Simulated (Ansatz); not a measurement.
# doublet CH6Sn+ at 6 levels

We compute a comparison of 6 runs (U-r2SCAN/def2-SVP, U-revPBE/def2-SVP, U-wB97X/def2-SVP, UB3LYP/def2-SVP, UPBE/def2-SVP, RPA@PBE0/def2-SVP) of doublet CH6Sn+. 

The results are computed with Ansatz 0.2.0.

42 further runs of the same task are left out: 1 that didn't finish, 41 set aside as unsound or not needed.

## 1. The system as given

CH6Sn+ has 8 atoms, charge +1, and is taken as a doublet. SMILES of the parent species: `[CH3][SnH3]`. The coordinates come from a PBE0-D4/def2-TZVP relaxation. That shape belongs to the parent species and isn't relaxed for this state.

Bond lengths: C1–Sn2 2.140 Å, C1–H3 1.090 Å, C1–H4 1.090 Å, C1–H5 1.090 Å, Sn2–H6 1.709 Å, Sn2–H7 1.709 Å, Sn2–H8 1.709 Å. Some angles: C1–Sn2–H6 110.1°, C1–Sn2–H7 110.1°, C1–Sn2–H8 110.1°, Sn2–C1–H3 110.0°, Sn2–C1–H4 110.0°, Sn2–C1–H5 110.0°, H6–Sn2–H7 108.8°, H6–Sn2–H8 108.8°, H7–Sn2–H8 108.8°, H3–C1–H4 109.0°.

## 2. The energy at U-r2SCAN/def2-SVP (core potential) (run 1)

Contents of molecule.yaml:

```yaml
basis:
  gaussian: {orbitals: def2-SVP}
crystal:
  periodic: [false, false, false]
  atoms:
    - {symbol: C, position_ang: [1.094500, 0.367400, -0.110600]}
    - {symbol: Sn, position_ang: [-0.919400, -0.329100, 0.082100]}
    - {symbol: H, position_ang: [1.300500, 0.627700, -1.148800]}
    - {symbol: H, position_ang: [1.789300, -0.411200, 0.204000]}
    - {symbol: H, position_ang: [1.244600, 1.249200, 0.512300]}
    - {symbol: H, position_ang: [-2.012000, 0.886800, -0.417500]}
    - {symbol: H, position_ang: [-1.156700, -1.716400, -0.887800]}
    - {symbol: H, position_ang: [-1.248700, -0.731500, 1.710400]}
total_charge: 1
magnetization: {spin_polarized: true, initial_magnetization: 1}
hamiltonian: {xc: r2scan}
accuracy: high
output: {orbitals: {seedname: orbitals}}
```

Launch:

```
$ ansatz run molecule.yaml --threads 1 --pin off --max-ram 3480MiB --events-out events.jsonl --progress --plain --runs-dir runs
```

Output:

```text
Warning: RAYON_NUM_THREADS=1 ignored (pool sized by the plan → 1); use --threads N
Functional definition: r2SCAN
  name "r2SCAN"
  parameter k0 = 0.174
  parameter k1 = 0.065
  parameter a1 = 4.9479
  exchange = r2scan_x(k0 = k0, k1 = k1, a1 = a1)
  correlation = r2scan_c
1742 factors; integrals over basis functions are off by at most 3.3e-9 eV
mean field evaluation 1: about -6941.6145 eV, gradient 5.0e1 eV
mean field evaluation 2: about -6901.1078 eV, gradient 8.0e1 eV
mean field evaluation 4: about -6953.7908 eV, gradient 1.4e1 eV
mean field evaluation 8: about -6955.4680 eV, gradient 1.2e0 eV
mean field evaluation 16: about -6955.4794 eV, gradient 1.1e-2 eV
mean field evaluation 32: about -6955.4794 eV, gradient 4.8e-8 eV
mean field -6955.47941323 eV, -255.6091538428 hartree, gradient 4.8e-8 eV, S^2 0.754780; 6 other end points of the search recorded, 0 dependent functions left out
reference -6955.47941606 eV, -255.6091539469 hartree; 17, 16 occupied and 53, 54 virtual orbitals, 1742 factors
Total energy: -6955.47941606 eV, -255.6091539469 hartree
```

Run time: 17 s. Hardware: 1 thread of Arm Neoverse V2, shared host; peak memory 0.37 GiB.

## 3. The energy at U-revPBE/def2-SVP (core potential) (run 2)

Contents of job.yaml:

```yaml
crystal:
  periodic: [false, false, false]
  atoms:
    - {symbol: C, position_ang: [1.094500, 0.367400, -0.110600]}
    - {symbol: Sn, position_ang: [-0.919400, -0.329100, 0.082100]}
    - {symbol: H, position_ang: [1.300500, 0.627700, -1.148800]}
    - {symbol: H, position_ang: [1.789300, -0.411200, 0.204000]}
    - {symbol: H, position_ang: [1.244600, 1.249200, 0.512300]}
    - {symbol: H, position_ang: [-2.012000, 0.886800, -0.417500]}
    - {symbol: H, position_ang: [-1.156700, -1.716400, -0.887800]}
    - {symbol: H, position_ang: [-1.248700, -0.731500, 1.710400]}
basis:
  gaussian: {orbitals: def2-SVP}
accuracy: high
magnetization: {spin_polarized: true, initial_magnetization: 1}
output: {orbitals: {seedname: orbitals}}
total_charge: 1
hamiltonian: {xc: {name: revPBE}}
```

Launch:

```
$ ansatz run job.yaml --threads 1 --pin off --max-ram 3480MiB --events-out events.jsonl --progress --plain --runs-dir runs
```

Output, shortened:

```text
Warning: RAYON_NUM_THREADS=1 ignored (pool sized by the plan → 1); use --threads N
Functional definition: revPBE
  name "revPBE"
[...]
1742 factors; integrals over basis functions are off by at most 3.3e-9 eV
[...]
mean field -6955.08166786 eV, -255.5945369703 hartree, gradient 2.6e-8 eV, S^2 0.754503; 12 other end points of the search recorded, 0 dependent functions left out
reference -6955.08167261 eV, -255.5945371448 hartree; 17, 16 occupied and 53, 54 virtual orbitals, 1742 factors
Total energy: -6955.08167261 eV, -255.5945371448 hartree
```

Run time: 27 s. Hardware: 1 thread of Arm Neoverse V2, shared host; peak memory 0.25 GiB.

Run 3 isn't shown in full; the table further down has it.

## 4. The energy at UB3LYP/def2-SVP (core potential) (run 4)

Contents of in.yaml:

```yaml
basis:
  gaussian:
    orbitals: def2-SVP
crystal:
  periodic: [false, false, false]
  atoms:
    - {symbol: C, position_ang: [1.094500, 0.367400, -0.110600]}
    - {symbol: Sn, position_ang: [-0.919400, -0.329100, 0.082100]}
    - {symbol: H, position_ang: [1.300500, 0.627700, -1.148800]}
    - {symbol: H, position_ang: [1.789300, -0.411200, 0.204000]}
    - {symbol: H, position_ang: [1.244600, 1.249200, 0.512300]}
    - {symbol: H, position_ang: [-2.012000, 0.886800, -0.417500]}
    - {symbol: H, position_ang: [-1.156700, -1.716400, -0.887800]}
    - {symbol: H, position_ang: [-1.248700, -0.731500, 1.710400]}
total_charge: 1
magnetization:
  spin_polarized: true
  initial_magnetization: 1
hamiltonian:
  xc: {name: B3LYP}
accuracy: high
output: {orbitals: {seedname: orbitals}}
```

Launch:

```
$ ansatz run in.yaml --threads 1 --pin off --max-ram 3480MiB --events-out events.jsonl --progress --plain --runs-dir runs
```

Output:

```text
Warning: RAYON_NUM_THREADS=1 ignored (pool sized by the plan → 1); use --threads N
Functional definition: B3LYP
  name "B3LYP"
  parameter a0 = 0.2
  parameter ax = 0.72
  parameter ac = 0.81
  exchange = (1 - a0 - ax)*slater_x + ax*b88_x + a0*exact_x
  correlation = (1 - ac)*vwn_rpa_c + ac*lyp_c
1742 factors; integrals over basis functions are off by at most 3.3e-9 eV
mean field evaluation 1: about -6942.5975 eV, gradient 4.9e1 eV
mean field evaluation 2: about -6913.0846 eV, gradient 7.1e1 eV
mean field evaluation 4: about -6955.2936 eV, gradient 8.8e0 eV
mean field evaluation 8: about -6956.0580 eV, gradient 9.6e-1 eV
mean field evaluation 16: about -6956.1907 eV, gradient 4.2e-1 eV
mean field evaluation 32: about -6956.1950 eV, gradient 1.0e-4 eV
mean field evaluation 64: about -6956.1718 eV, gradient 1.1e0 eV
mean field -6956.19495645 eV, -255.6354495714 hartree, gradient 4.9e-8 eV, S^2 0.753311; 6 other end points of the search recorded, 0 dependent functions left out
reference -6956.19499749 eV, -255.6354510793 hartree; 17, 16 occupied and 53, 54 virtual orbitals, 1742 factors
Total energy: -6956.19499749 eV, -255.6354510793 hartree
```

Run time: 17 s. Hardware: 1 thread of Arm Neoverse V2, shared host; peak memory 0.3 GiB.

Run 5 isn't shown in full; the table further down has it.

## 5. The energy at RPA@PBE0/def2-SVP (core potential) (run 6)

Contents of run.yaml:

```yaml
crystal:
  periodic: [false, false, false]
  atoms:
    - symbol: C
      position_ang: [1.094500, 0.367400, -0.110600]
    - symbol: Sn
      position_ang: [-0.919400, -0.329100, 0.082100]
    - symbol: H
      position_ang: [1.300500, 0.627700, -1.148800]
    - symbol: H
      position_ang: [1.789300, -0.411200, 0.204000]
    - symbol: H
      position_ang: [1.244600, 1.249200, 0.512300]
    - symbol: H
      position_ang: [-2.012000, 0.886800, -0.417500]
    - symbol: H
      position_ang: [-1.156700, -1.716400, -0.887800]
    - symbol: H
      position_ang: [-1.248700, -0.731500, 1.710400]
basis:
  gaussian:
    orbitals: def2-SVP
magnetization:
  spin_polarized: true
  initial_magnetization: 1
accuracy: high
hamiltonian:
  xc: pbe0
total_charge: 1
correlation:
  method: rpa
  frozen_orbitals: {C: 1, H: 0, Sn: 4}
```

Launch:

```
$ ansatz run run.yaml --threads 1 --pin off --max-ram 3480MiB --events-out events.jsonl --progress --plain --runs-dir runs
```

Output, shortened:

```text
Warning: RAYON_NUM_THREADS=1 ignored (pool sized by the plan → 1); use --threads N
Functional definition: PBE0
  name "PBE0"
[...]
1742 factors; integrals over basis functions are off by at most 3.3e-9 eV
[...]
mean field -6952.71319071 eV, -255.5074970405 hartree, gradient 9.8e-8 eV, S^2 0.753977; 3 other end points of the search recorded, 0 dependent functions left out
5 core orbitals not correlated: weight in the atoms' cores, before any rotation towards them, 1.000 or more for the frozen orbitals, at most 0.000 for the correlated occupied ones
reference -6918.97591658 eV, -254.2676750839 hartree; 12, 11 occupied and 53, 54 virtual orbitals, 1742 factors
Total energy: -6930.70174261 eV, -254.6985912427 hartree
```

Wall time 16 s (1 thread of Arm Neoverse V2, shared host); peak memory 0.39 GiB.

## 6. Overview of the runs

```
run                               level  frozen core orbitals  energy (Eh)  HOMO energy (eV)   ⟨S²⟩  wall time
  1  U-r2SCAN/def2-SVP (core potential)                     –  -255.609154            -13.73  0.755       17 s
  2  U-revPBE/def2-SVP (core potential)                     –  -255.594537            -13.44  0.755       27 s
  3   U-wB97X/def2-SVP (core potential)                     –  -255.586830            -16.89  0.755       40 s
  4    UB3LYP/def2-SVP (core potential)                     –  -255.635451            -14.39  0.753       17 s
  5      UPBE/def2-SVP (core potential)                     –  -255.485272            -13.49  0.754       27 s
  6  RPA@PBE0/def2-SVP (core potential)                     5  -254.698591                 –  0.754       16 s
```

## 7. Results

| quantity | value |
| --- | --- |
| run 6: total energy | -254.69859 Eh |
| run 6: RPA correlation energy (valence) | -430.9 mEh |
| run 6: ⟨S²⟩ of the reference determinant | 0.754 |

What this shows: Totals of different functionals can't be ranked against each other. All runs together took 2.4 min, the longest 40 s.
